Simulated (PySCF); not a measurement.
# The bond of BiCl, level by level

One table from this session's results is given with a row withheld; the runs are named, their logs left out.

Method: Bi def2-SVP with ECP60, Cl def2-SVP, scalar-relativistic core potentials; program: PySCF 2.14.0.

The first run:

A driver script around PySCF takes these settings:

```yaml
atoms: Bi, Cl
charge: 0
basis: Bi def2-SVP with ECP60, Cl def2-SVP
Hamiltonian: scalar-relativistic core potentials
basis_functions: 44
electrons_treated: 40
masses_in_u: 208.9804, 34.9689
levels: PBE0, PBE, r²SCAN, r²SCAN0, BLYP, BP86, ωB97X, HF, MP2, SCS-MP2, CCSD, CCSD(T)
grid: 80 radial by 434 angular points
occupations: held fixed by the projection of orbital angular momentum
dissociation_limit: Bi + Cl, each in its ground configuration
starting_distance_in_angstrom: 2.430
values_of_2S_to_try: 0, 2, 4
```

Among the steps run: The job; PBE0 along the bond; Higher solutions at PBE0; PBE (GGA); r²SCAN (meta-GGA); r²SCAN0 (hybrid meta-GGA); BLYP (GGA); BP86; ωB97X (range-separated hybrid); UHF (mean field); MP2 and coupled cluster.

One of the session's tables, all rows but one given; the rest of the session is left out.

| level | Re (Å) | ωe (cm⁻¹) | De (eV) |
| --- | --- | --- | --- |
| UHF | 2.491 | 335 | 1.41 |
| UHF-MP2 | 2.475 | 344 | 2.34 |
| UHF-SCS-MP2 | 2.483 | 340 | 2.28 |
| UHF-CCSD | 2.487 | 335 | 2.19 |
| UHF-CCSD(T) | 2.490 | 332 | 2.28 |
| PBE | 2.487 | 330 | 3.19 |
| BLYP | ? | ? | ? |
| BP86 | 2.490 | 328 | 3.16 |
| r²SCAN | 2.477 | 337 | 2.98 |
| PBE0 | 2.469 | 342 | 2.93 |
| r²SCAN0 | 2.464 | 345 | 2.77 |
| ωB97X | 2.460 | 349 | 3.18 |

Q: Estimate the row for BLYP from the others.

**Answer.** Re (Å): 2.512; ωe (cm⁻¹): 318; De (eV): 3.11. In the column «Re (Å)» it is the highest.
